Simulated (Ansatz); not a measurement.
**Manganese, hcp under BLYP: from relaxation to bulk modulus**

Aim: take manganese in the hcp structure, relax it, solve it on a dense k-mesh, then scale the cell to 7 volumes from 88 to 112 % of the relaxed one and try a fit of the equation of state. The start is ferromagnetic. The k-meshes are 14×14×8 for the relaxation; 23×23×13 for the dense run; 16×16×9 for the volumes.

Computed with Ansatz 0.2.0 (DFT BLYP, plane waves (420 eV) with PAW, scalar-relativistic; PAW files made under PBE, frozen cores solved again for the functional, unless a step says otherwise).

### 1 The system as given

Symmetry: P6_3/mmc, No. 194, hexagonal system. Conventional cell: a = 2.552 Å, b = 2.552 Å, c = 4.167 Å, α = 90.00°, β = 90.00°, γ = 120.00°. Mn (site symmetry -6m2) is surrounded by 12 Mn at 2.55 Å.

As a file:

```cif
data_structure
_symmetry_space_group_name_H-M 'P 1'
_symmetry_Int_Tables_number 1
_cell_length_a 2.5518
_cell_length_b 2.5518
_cell_length_c 4.1671
_cell_angle_alpha 90.000
_cell_angle_beta 90.000
_cell_angle_gamma 120.000
_cell_volume 23.50
loop_
_atom_site_label
_atom_site_type_symbol
_atom_site_fract_x
_atom_site_fract_y
_atom_site_fract_z
_atom_site_occupancy
Mn1 Mn 0.33333 0.66667 0.25000 1
Mn2 Mn 0.66667 0.33333 0.75000 1
```

The atoms start with moments of +3 ×2 μB.

### 2 Relaxation of the cell

Input file input.yaml:

```yaml
crystal:
  lattice:
    - [2.5517868831, 0.0, 0.0]
    - [-1.2758934415, 2.2099122658, 0.0]
    - [0.0, 0.0, 4.1670679801]
  atoms:
    - { symbol: Mn, position: [0.3333333333, 0.6666666667, 0.25], spin: 3.0 }
    - { symbol: Mn, position: [0.6666666667, 0.3333333333, 0.75], spin: 3.0 }
hamiltonian:
  xc: blyp
  pseudopotentials:
    kind: paw
    azcp:
      Mn: "pseudopotentials/Mn.paw.azcp"
basis:
  ecutwfc: 420
  fft_grid_basis: typed
kpoints:
  mp_grid: { grid: [14, 14, 8], shift: [0, 0, 0] }
magnetization:
  spin_polarized: true
scf:
  occupations: { method: fermi_dirac, width: 0.05 }
relax:
  max_steps: 60
  f_tol: 0.01
  cell: {}
```

Further steps of the session: The energy on a finer k-mesh; The cell scaled to 88 % of its volume; The cell scaled to 92 % of its volume; The cell scaled to 96 % of its volume; The cell scaled to 100 % of its volume; The cell scaled to 104 % of its volume; The cell scaled to 108 % of its volume; The cell scaled to 112 % of its volume.

Before running it: what results should come out? Wanted: space group; conventional cell; volume; shortest distance; gap on the mesh; magnetic state; relative to alpha-Mn.

As calculated:

```
                                 quantity                                      value
           space group (spins left aside)                         P6_3/mmc (No. 194)
                        conventional cell     a = 2.514 Å, c = 4.055 Å (c/a = 1.613)
                                   volume                             11.096 Å³/atom
                        shortest distance                                    2.493 Å
                          gap on the mesh               none (levels filled in part)
                           magnetic state  antiferromagnetic, up to 0.60 μB per atom
relative to alpha-Mn (A12), ferrimagnetic                               +81 meV/atom
```

**Reading.** The relaxation shrank the cell by 5.6 % in volume. It lies 81 meV/atom above the element's reference form at the same level (alpha-Mn (A12), ferrimagnetic, from a run of its own). The final state is antiferromagnetic (largest moment 0.60 μB). That is not the order it started in. No gap shows: it is a metal or semimetal at this level. The symmetry was held, so the structure may be unstable against distortions that break it.
